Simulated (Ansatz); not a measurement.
**CH₄ClIOZr: how energies converge with the basis set**

The task here is to estimate one member of a computed series from the others.

Program: Ansatz 0.2.0, Gaussian basis. Level of theory: one geometry, several basis sets. These are calculated values, not measurements.

Plan: PBE0-D4/def2-SVP; ωB97M-V/def2-SVP; PBE0-D4/def2-QZVPP; ωB97M-V/def2-QZVPP; the functionals' def2-TZVPP values are taken from earlier runs.

1 further run of the same task is left out (for a known fault of the program). Runs told in other sessions of the task aren't counted.

### The relaxed structure

An earlier PBE0-D4 in a triple-zeta def2 set relaxation fixed the geometry. Zr, I take the def2 core potential; no spin-orbit term is included.

SMILES `[CH3][Zr]([OH])([Cl])[I]`, 9 atoms, charge 0, spin multiplicity 1.

Atoms are counted from 1 here; the program's logs count them from 0.

Bond lengths: C1–Zr2 2.189 Å, C1–H6 1.096 Å, C1–H7 1.096 Å, C1–H8 1.096 Å, Zr2–O3 1.887 Å, Zr2–Cl4 2.346 Å, Zr2–I5 2.727 Å, O3–H9 0.954 Å. Angles: Zr2–C1–H6 110.0°, Zr2–C1–H7 111.0°, Zr2–C1–H8 110.8°, H6–C1–H7 108.3°, H6–C1–H8 108.4°, H7–C1–H8 108.2°, C1–Zr2–O3 104.5°, C1–Zr2–Cl4 106.1°, C1–Zr2–I5 106.7°, O3–Zr2–Cl4 112.4°, O3–Zr2–I5 112.4°, Cl4–Zr2–I5 113.9°, Zr2–O3–H9 168.9°.

Coordinates:

```
C    -0.88573   -0.33367    1.05611
Zr    0.21425    0.05267   -0.79676
O     1.93909    0.56135   -0.22638
Cl    0.22603   -1.97182   -1.98144
I    -1.09508    2.07408   -2.07575
H    -1.91490   -0.63226    0.82542
H    -0.41455   -1.13722    1.63312
H    -0.91933    0.56415    1.68321
H     2.85021    0.82273   -0.11754
```

Set-up of the first run:

File in.yaml:

```yaml
crystal:
  periodic: [false, false, false]
  atoms:
    - {symbol: C, position_ang: [-0.885728, -0.333675, 1.056113]}
    - {symbol: Zr, position_ang: [0.214252, 0.052672, -0.796764]}
    - {symbol: O, position_ang: [1.939093, 0.561353, -0.226379]}
    - {symbol: Cl, position_ang: [0.226033, -1.971825, -1.981435]}
    - {symbol: I, position_ang: [-1.095077, 2.074078, -2.075752]}
    - {symbol: H, position_ang: [-1.914898, -0.632260, 0.825415]}
    - {symbol: H, position_ang: [-0.414548, -1.137221, 1.633120]}
    - {symbol: H, position_ang: [-0.919334, 0.564147, 1.683211]}
    - {symbol: H, position_ang: [2.850207, 0.822730, -0.117539]}
basis:
  gaussian: {orbitals: def2-SVP}
hamiltonian: {xc: pbe0, dispersion: d4}
output: {orbitals: {seedname: orbitals}}
```

Started as:

```bash
ansatz run in.yaml --threads 4 --pin off --events-out ev --progress --plain --max-ram 10444MiB
```

Steps of the session up to this table: PBE0-D4 in def2-SVP; ωB97M-V in def2-SVP; PBE0-D4 in def2-QZVPP; ωB97M-V in def2-QZVPP.

One of the session's tables, all rows but one given; the rest of the session is left out.

It belongs to the step «Density functionals: the series». 

```
functional       basis  HOMO (eV)  LUMO (eV)
   PBE0-D4    def2-SVP      -7.77      -1.76
   PBE0-D4  def2-TZVPP          ?          ?
   PBE0-D4  def2-QZVPP      -7.84      -1.82
   ωB97M-V    def2-SVP      -9.83       0.29
   ωB97M-V  def2-TZVPP      -9.91       0.20
   ωB97M-V  def2-QZVPP      -9.93       0.18
```

Estimate the missing values for PBE0-D4, def2-TZVPP.

As computed: HOMO (eV): -7.82; LUMO (eV): -1.82. In the column «HOMO (eV)» it lies between PBE0-D4, def2-QZVPP (-7.84) and PBE0-D4, def2-SVP (-7.77).
